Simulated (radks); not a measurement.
# Mg⁺ inside a hard spherical wall

What does compression do to the levels of Mg⁺? A hard sphere of shrinking radius stands in for pressure; the configuration is held at [Ne] 3s1.

Program: radks (a radial shooting solver on a logarithmic mesh, Libxc functionals) version 1. Level of theory: non-relativistic Kohn-Sham, PBE, spin-polarised, spherical densities, point nucleus; open shells are filled with parallel spins first. These are calculated values, not measurements, unless marked.

## Step 1: What is computed

- element: magnesium (Z = 12)
- charge: +1
- electrons: 11
- configuration: [Ne] 3s1

The outer shells:

Mg⁺
```
[Ne] core
3s [↑ ]
```

## Step 2: The free atom

Input:

```text
Z 12
configuration [Ne] 3s1 3p0 4s0 3d0
relativity non-relativistic
functional pbe,pbe
spin polarised
nucleus point
```

## Step 3: Wall at 15 bohr

Input: that of step 2 with these lines changed.

```diff
@@ -6 +6,2 @@
 nucleus point
+wall 15 bohr
```

## Step 4: Wall at 7 bohr

Input: that of step 3 with these lines changed.

```diff
@@ -6,2 +6,2 @@
 nucleus point
-wall 15 bohr
+wall 7 bohr
```

## Step 5: Wall at 6 bohr

Input: that of step 4 with these lines changed.

```diff
@@ -6,2 +6,2 @@
 nucleus point
-wall 7 bohr
+wall 6 bohr
```

## Step 6: Wall at 5 bohr

Input: that of step 5 with these lines changed.

```diff
@@ -6,2 +6,2 @@
 nucleus point
-wall 6 bohr
+wall 5 bohr
```

## Step 7: Wall at 4 bohr

Input: that of step 6 with these lines changed.

```diff
@@ -6,2 +6,2 @@
 nucleus point
-wall 5 bohr
+wall 4 bohr
```

## Step 8: Wall at 3 bohr

Input: that of step 7 with these lines changed.

```diff
@@ -6,2 +6,2 @@
 nucleus point
-wall 4 bohr
+wall 3 bohr
```

## Step 9: Wall at 2 bohr

Input: that of step 8 with these lines changed.

```diff
@@ -6,2 +6,2 @@
 nucleus point
-wall 3 bohr
+wall 2 bohr
```

## Step 10: Wall at 1.5 bohr

Input: that of step 9 with these lines changed.

```diff
@@ -6,2 +6,2 @@
 nucleus point
-wall 2 bohr
+wall 1.5 bohr
```

Before running it: what results should come out? Wanted: for each run, R; E − E(free); ε(3s); ε(3p, empty); ε(4s, empty); ε(3d, empty); pressure.

As calculated:

```
R (bohr)  E − E(free) (eV)  ε(3s) (eV)  ε(3p, empty) (eV)  ε(4s, empty) (eV)  ε(3d, empty) (eV)  pressure (GPa)
    free             0.000     -11.899             -7.507                  -                  -               0
      15             0.000     -11.899             -7.507                  -             -3.095        < 0.0001
       7             0.057     -11.787             -7.194              0.522             -1.717           0.145
       6             0.233     -11.510             -6.631              4.314             -0.469           0.763
       5             0.890     -10.620             -5.132             12.124              2.042            4.03
       4             3.294      -7.726             -1.003             29.668              7.456            23.3
       3            12.935       2.821             11.831             75.839             20.571             180
       2            69.564      54.968             65.111             240.31             61.978            3010
     1.5            216.98      161.70             162.12             513.53             126.04           21369
```

What this shows: Eigenvalues are for spin up. At the tightest wall, 1.5 bohr, the energy stands 216.98 eV above the free atom and the pressure, −dE/dV, is 21369 GPa. Of the levels in the table that exist at both ends, 3s rises most from the free atom (173.60 eV). From R = 3 bohr inwards the highest occupied level lies above zero, pushed up by confinement. Shells are not refilled when levels cross, and a hard wall is a model, not a crystal.
